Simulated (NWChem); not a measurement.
# G96LYP/aug-cc-pVDZ/aug-cc-pVDZ-PP (density fitting with weigend coulomb fitting, core potential) run of PbH4 (SMILES [H][Pb]([H])([H])[H])

What is the energy change on altering one bond length of PbH4 at G96LYP/aug-cc-pVDZ/aug-cc-pVDZ-PP (density fitting with weigend coulomb fitting, core potential)? 

The results are computed with NWChem 7.3.0.

4 further runs of the same task are left out: 3 that didn't finish, 1 set aside as unsound or not needed.

## Step 1: The molecule

The species is PbH4 (5 atoms), meant as a singlet with charge 0. SMILES: `[H][Pb]([H])([H])[H]`. The shape comes from GFN2-xTB, which is rough for such elements, and wasn't checked as a minimum.

Bond lengths: Pb1–H2 1.721 Å, Pb1–H3 1.721 Å, Pb1–H4 1.721 Å, Pb1–H5 1.720 Å. Angles: H2–Pb1–H3 109.4°, H2–Pb1–H4 109.5°, H2–Pb1–H5 109.5°, H3–Pb1–H4 109.4°, H3–Pb1–H5 109.4°, H4–Pb1–H5 109.5°.

## Step 2: The energy at G96LYP/aug-cc-pVDZ/aug-cc-pVDZ-PP (density fitting with weigend coulomb fitting, core potential)

work.nw

```
START work
TITLE "PbH4"
memory 2200 mb
GEOMETRY units bohr noautosym nocenter noautoz
   Pb -0.00160627  0.00022677  0.00032125
   H   0.02141060 -0.03460089  3.25210528
   H   3.05814379  0.01967205 -1.10256071
   H  -1.54668414  2.66268080 -1.04707835
   H  -1.53126398 -2.64797873 -1.10280637
END
BASIS spherical bse
   * library aug-cc-pVDZ except Pb
   Pb library aug-cc-pVDZ-PP
END
ECP bse
   Pb library aug-cc-pVDZ-PP
END
BASIS "cd basis" spherical
   * library "weigend coulomb fitting"
END
DFT
   xc gill96 lyp
   grid fine
   convergence energy 1e-05
   direct
   iterations 200
   mulliken
END
TASK dft
```

Command:

```bash
$ nwchem work.nw > work.out
```

Standard output:

```text
[...]
 **** WARNING Zero Coefficient **** on atom "              Pb"
 angular momentum value:-1  standard basis set name: "aug-cc-pVDZ-PP"
 input line that generated warning:
  3337: 2       1.0000000              0.0000000
[...]
          Wavefunction type:  closed shell.
          No. of atoms     :     5
          No. of electrons :    26
[...]
          Charge           :     0
          Spin multiplicity:     1
[...]
          AO basis - number of functions:    68
[...]
              XC Information
              --------------
                   Gill 1996   Exchange Functional  1.000
              Lee-Yang-Parr Correlation Functional  1.000
[...]
 d= 0,ls=0.0,diis     1   -195.1653358266 -2.23D+02  1.43D-02  1.30D-01     1.2
[...]
 d= 0,ls=0.0,diis     7   -195.1844333760 -8.47D-09  1.86D-06  1.26D-09     4.9
         Total DFT energy =     -195.184433376005
      One electron energy =     -394.213930087135
           Coulomb energy =      188.303329317991
    Exchange-Corr. energy =      -17.465498528979
 Nuclear repulsion energy =       28.191665922119
[...]
      Total Density - Mulliken Population Analysis
     ---------------------------------------------
    Atom       Charge   Shell Charges
 -----------   ------   -------------------------------------------------------
    1 Pb  22    22.20   0.05  1.99  1.01  0.52  0.05  5.98  1.72  0.84 -0.00  9.57  0.46  0.03
    2 H    1     0.95   0.70  0.25 -0.01  0.01 -0.00
    3 H    1     0.95   0.70  0.25 -0.01  0.01 -0.00
    4 H    1     0.95   0.70  0.25 -0.01  0.01 -0.00
    5 H    1     0.95   0.70  0.25 -0.01  0.01 -0.00
[...]
```

Run time: 5.7 s. Hardware: 1 thread of AMD EPYC 7B13 (Zen 3), shared host; peak memory 0.12 GiB.

## Step 3: The distorted shape at the same level

work.xyz

```xyz
5

Pb    -0.082612     0.141011    -0.055256
H     -0.070432     0.122581     1.665514
H      1.536538     0.151301    -0.638876
H     -0.818470     1.409030    -0.554090
H     -0.892072    -1.260359    -0.639006
```

work.nw

```
start work
memory 2200 mb
charge 0

geometry noautosym nocenter noautoz
  load format xyz work.xyz
end

basis spherical bse
  Pb library aug-cc-pVDZ-PP
  H library aug-cc-pVDZ
end

ecp bse
  Pb library aug-cc-pVDZ-PP
end

basis "cd basis" spherical
  Pb library "weigend coulomb fitting"
  H library "weigend coulomb fitting"
end

dft
  xc gill96 lyp
  grid fine
  convergence energy 1e-05
  direct
  maxiter 200
  mulliken
end

task dft energy
```

Command:

```bash
$ nwchem work.nw > work.out
```

Standard output:

```text
[...]
 **** WARNING Zero Coefficient **** on atom "              Pb"
 angular momentum value:-1  standard basis set name: "aug-cc-pVDZ-PP"
 input line that generated warning:
  3337: 2       1.0000000              0.0000000
[...]
          Wavefunction type:  closed shell.
          No. of atoms     :     5
          No. of electrons :    26
[...]
          Charge           :     0
          Spin multiplicity:     1
[...]
          AO basis - number of functions:    68
[...]
              XC Information
              --------------
                   Gill 1996   Exchange Functional  1.000
              Lee-Yang-Parr Correlation Functional  1.000
[...]
 d= 0,ls=0.0,diis     1   -195.1506013869 -2.24D+02  1.48D-02  1.31D-01     1.2
[...]
 d= 0,ls=0.0,diis     7   -195.1696249543 -2.56D-08  7.80D-06  7.03D-09     4.9
         Total DFT energy =     -195.169624954315
      One electron energy =     -395.668073865898
           Coulomb energy =      189.021253945222
    Exchange-Corr. energy =      -17.495554573409
 Nuclear repulsion energy =       28.972749539770
[...]
      Total Density - Mulliken Population Analysis
     ---------------------------------------------
    Atom       Charge   Shell Charges
 -----------   ------   -------------------------------------------------------
    1 Pb  22    22.32   0.05  1.99  1.01  0.57  0.04  5.98  1.78  0.87  0.00  9.56  0.45  0.03
    2 H    1     0.95   0.70  0.25 -0.01  0.01 -0.01
    3 H    1     0.95   0.70  0.25 -0.01  0.01 -0.01
    4 H    1     0.84   0.76  0.10 -0.03  0.02 -0.00
    5 H    1     0.95   0.70  0.25 -0.01  0.01 -0.01
[...]
```

Wall time 5.7 s (1 thread of AMD EPYC 7B13 (Zen 3), shared host); peak memory 0.12 GiB.

## Step 4: Results

Level: G96LYP/aug-cc-pVDZ/aug-cc-pVDZ-PP (density fitting with weigend coulomb fitting, core potential).

```
                                                          quantity          value
                                         first shape: total energy  -195.18443 Eh
                                        first shape: dipole moment         0.00 D
                                          first shape: HOMO energy       -7.63 eV
                                          first shape: LUMO energy       -1.07 eV
                                        first shape: HOMO–LUMO gap        6.56 eV
                                     distorted shape: total energy  -195.16962 Eh
                                    distorted shape: dipole moment         0.35 D
                                      distorted shape: HOMO energy       -7.59 eV
                                      distorted shape: LUMO energy       -0.80 eV
                                    distorted shape: HOMO–LUMO gap        6.79 eV
energy change with the Pb1–H4 bond shortened from 1.721 to 1.549 Å       0.403 eV
```

With the Pb1–H4 bond shortened from 1.721 to 1.549 Å the energy rises by 0.40 eV (38.9 kJ/mol). The first shape isn't relaxed at this level, so the change isn't measured from a minimum.
